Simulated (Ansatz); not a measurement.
# a series on the CsCl structure: TiOs, ZrOs, HfOs: a table of relaxed lattice constants and trends

Computed with the Python package of Ansatz (0.2.0).

Run as a notebook:

In [1]:
```python
import warnings

import ansatz
import matplotlib.pyplot as plt
import numpy as np
import pandas as pd
```

In [2]:
```python
def cscl(first, second, a):
    return (
        ansatz.Lattice.cubic(a)
        .space_group(221)
        .atom(first, [0, 0, 0])
        .atom(second, [0.5, 0.5, 0.5])
    )
```

In [3]:
```python
def solve(name, crystal, relax=True):
    calc = (
        crystal.calculation()
        .functional(ansatz.Functional.PBESOL)
        .scf(tolerance=1e-10)
        .basis(460)
        .kpoints(spacing=0.16)
        .occupations("fermi_dirac", width=0.05)
        .stress()
        .band_table()
    )
    if relax:
        calc = calc.relax(force_tolerance=0.01, max_steps=60, cell=True)
    return calc.run(threads=1)
```

In [4]:
```python
def bulk_modulus(name, outcome, step=0.01):
    # B = -V dP/dV from the pressures of two uniformly scaled cells, atoms held at their fractions
    pressure = []
    for factor in (1 - step, 1.0, 1 + step):
        cell = ansatz.Crystal(lattice=ansatz.Lattice.of(outcome.lattice.cell_ang * factor ** (1 / 3)))
        for site in outcome.report["lattice"]["sites"]:
            cell = cell.atom(site["symbol"], site["position_frac"])
        pressure.append(np.trace(solve(name, cell, relax=False).report["stress_gpa"]) / 3)
    slope, bend = (pressure[0] - pressure[2]) / (2 * step), abs(pressure[0] + pressure[2] - 2 * pressure[1])
    # a jump of mesh or basis between the cells shows as a kink: no modulus then
    return float(slope) if bend < 12 * step**2 * abs(slope) + 0.15 and abs(pressure[1]) < 1.5 else float("nan")
```

In [5]:
```python
def relaxed_twice(name, crystal):
    # the second pass draws mesh and plane waves anew for the relaxed cell
    first = solve(name, crystal)
    again = ansatz.Crystal(lattice=ansatz.Lattice.of(first.lattice.cell_ang))
    for site in first.report["lattice"]["sites"]:
        again = again.atom(site["symbol"], site["position_frac"])
    return solve(name, again)
```

In [6]:
```python
def volume_per_atom(outcome):
    return abs(np.linalg.det(outcome.lattice.cell_ang)) / len(outcome.lattice.sites)

# the lattice constants below are starting guesses
warnings.simplefilter("ignore", ansatz.DeckWarning)
```

In [7]:
```python
phases = {}
phases["TiOs"] = cscl("Ti", "Os", 3.08)
phases["ZrOs"] = cscl("Zr", "Os", 3.23)
phases["HfOs"] = cscl("Hf", "Os", 3.23)
```

In [8]:
```python
done = {}
for name, crystal in phases.items():
    done[name] = relaxed_twice(name, crystal)
    print(f"{name}: {done[name].report['energy_sigma0_ev']:.4f} eV, {len(done[name].lattice.sites)} atoms")
```
```text
TiOs: -13726.3679 eV, 2 atoms
ZrOs: -15380.7420 eV, 2 atoms
HfOs: -26850.3768 eV, 2 atoms
```

In [9]:
```python
rows = [(name, float(np.linalg.norm(o.lattice.cell_ang[0])), volume_per_atom(o), bulk_modulus(name, o)) for name, o in done.items()]
print(pd.DataFrame(rows, columns=["compound", "a (A)", "V (A^3/atom)", "B (GPa)"]).round(4).to_string(index=False))
plt.figure(figsize=(4.5, 3))
plt.bar([row[0] for row in rows], [row[2] for row in rows])
plt.ylabel("V (A^3/atom)")
plt.tight_layout()
plt.savefig("series.png", dpi=100)
```
```text
compound  a (A)  V (A^3/atom)  B (GPa)
    TiOs 3.0616       14.3489 267.0303
    ZrOs 3.2470       17.1173 224.2503
    HfOs 3.2242       16.7587 238.9265
```

From smallest to largest: TiOs (14.35 Å³), HfOs (16.76 Å³) and ZrOs (17.12 Å³). The largest is 19 % above the smallest.

Total energies depend on the potentials; only differences at equal settings carry meaning. The bulk modulus is taken at fixed shape and positions, an upper value where these are free. Pressure is positive in compression. Spin-orbit coupling, which matters for elements this heavy, is left out. The cells are built on a prototype by substitution; a member may or may not take this structure in nature. Run time: 97 s on 1 thread of Arm Neoverse V2, with other jobs on the host, peak memory 0.57 GiB.
